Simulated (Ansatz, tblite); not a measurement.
**Trans-Sn(PH3)2Cl4 (Cl4H6P2Sn): rung by rung**

The task here is to estimate one member of a computed series from the others.

Method: as each input shows; program: Ansatz 0.2.0, Gaussian basis.

The runs, in order: GFN1-xTB, GFN2-xTB, PBE-D4/def2-TZVP, r2SCAN-D4/def2-TZVP, r2SCAN0-D4/def2-TZVP, revPBE-D4/def2-TZVP, ωB97M-V/def2-TZVP, PBE-D4/def2-SVP, PBE0-D4/def2-SVP, MP2/def2-TZVP, RPA/def2-TZVP.

3 further runs of the same task are left out: 3 set aside as unsound or not needed.

**The geometry**

The geometry is that of the singlet, from an earlier relaxation (r2SCAN-D4/def2-SVP).

13 atoms, charge 0, spin multiplicity 1.

Bond lengths: Cl1–Sn7 2.406 Å, Cl2–Sn7 2.422 Å, Cl3–Sn7 2.407 Å, Cl4–Sn7 2.421 Å, P5–Sn7 2.695 Å, P5–H8 1.418 Å, P5–H9 1.416 Å, P5–H10 1.415 Å, P6–Sn7 2.695 Å, P6–H11 1.418 Å, P6–H12 1.415 Å, P6–H13 1.415 Å. Angles: Sn7–P5–H8 121.3°, Sn7–P5–H9 115.3°, Sn7–P5–H10 114.5°, H8–P5–H9 100.9°, H8–P5–H10 100.9°, H9–P5–H10 101.0°, Sn7–P6–H11 121.6°, Sn7–P6–H12 114.8°, Sn7–P6–H13 114.7°, H11–P6–H12 100.9°, H11–P6–H13 100.9°, H12–P6–H13 101.0°, Cl1–Sn7–Cl2 177.6°, Cl1–Sn7–Cl3 90.4°, Cl1–Sn7–Cl4 90.0°, Cl1–Sn7–P5 91.8°, Cl1–Sn7–P6 93.7°, Cl2–Sn7–Cl3 90.0° and more.

Sn takes a core potential in the def2 sets. No spin-orbit coupling is included.

PBE0-D4/def2-TZVP was run before; its log isn't repeated, and its numbers join the tables.

The first run:

Tight binding, by tblite at 300 K electronic temperature and without a spin-polarisation term:

```python
tblite.interface.Calculator('GFN1-xTB', numbers, positions, charge=0, uhf=0).singlepoint()
```

Tight binding, by tblite at 300 K electronic temperature and without a spin-polarisation term:

```python
tblite.interface.Calculator('GFN2-xTB', numbers, positions, charge=0, uhf=0).singlepoint()
```

start.molden holds the orbitals of an earlier run on this state, given as this run's starting guess.

in.yaml

```yaml
crystal:
  periodic: [false, false, false]
  atoms:
    - {symbol: Cl, position_ang: [2.514954, -0.003063, 0.086045]}
    - {symbol: Cl, position_ang: [-2.302072, 0.168927, -0.183320]}
    - {symbol: Cl, position_ang: [0.195102, 2.496410, -0.083396]}
    - {symbol: Cl, position_ang: [0.008766, -2.319995, 0.182128]}
    - {symbol: P, position_ang: [-0.071913, 0.029080, 2.688427]}
    - {symbol: P, position_ang: [0.028098, -0.064597, -2.688933]}
    - {symbol: Sn, position_ang: [0.112117, 0.092425, 0.000301]}
    - {symbol: H, position_ang: [-0.126699, 1.222964, 3.450836]}
    - {symbol: H, position_ang: [0.971516, -0.662003, 3.349775]}
    - {symbol: H, position_ang: [-1.206571, -0.656893, 3.183016]}
    - {symbol: H, position_ang: [1.211400, -0.152343, -3.464802]}
    - {symbol: H, position_ang: [-0.630037, 1.014167, -3.326279]}
    - {symbol: H, position_ang: [-0.704651, -1.165099, -3.193809]}
basis:
  gaussian: {orbitals: def2-TZVP, initial_orbitals: start.molden}
hamiltonian: {xc: pbe, dispersion: d4}
scf: {omitted_lower_state_checks: [starts]}
output: {forces: true, orbitals: {seedname: orbitals}}
```

The run is started by

```sh
$ ansatz run in.yaml --threads 4 --pin off --events-out ev --progress --plain --max-ram 4787MiB
```

Steps of the session up to this table: PBE-D4/def2-TZVP; r2SCAN-D4/def2-TZVP; r2SCAN0-D4/def2-TZVP; revPBE-D4/def2-TZVP; ωB97M-V/def2-TZVP; PBE-D4/def2-SVP; PBE0-D4/def2-SVP; MP2/def2-TZVP; RPA/def2-TZVP.

One of the session's tables, all rows but one given; the rest of the session is left out.

It belongs to the step «Binding energy». 

```
               level  binding an atom (eV)
        HF/def2-TZVP                 1.838
     PBE-D4/def2-SVP                 2.691
    PBE-D4/def2-TZVP                     ?
 revPBE-D4/def2-TZVP                 2.646
 r2SCAN-D4/def2-TZVP                 2.692
    PBE0-D4/def2-SVP                 2.646
   PBE0-D4/def2-TZVP                 2.667
r2SCAN0-D4/def2-TZVP                 2.647
   ωB97M-V/def2-TZVP                 2.702
       MP2/def2-TZVP                 2.544
```

Q: Estimate the row for PBE-D4/def2-TZVP from the others.

The run gave: binding an atom (eV): 2.705. In the column «binding an atom (eV)» it is the highest.

To keep in mind: Free atoms were run apart at each level; binding is atoms less cluster, divided by the number of atoms, without zero-point or spin-orbit terms.
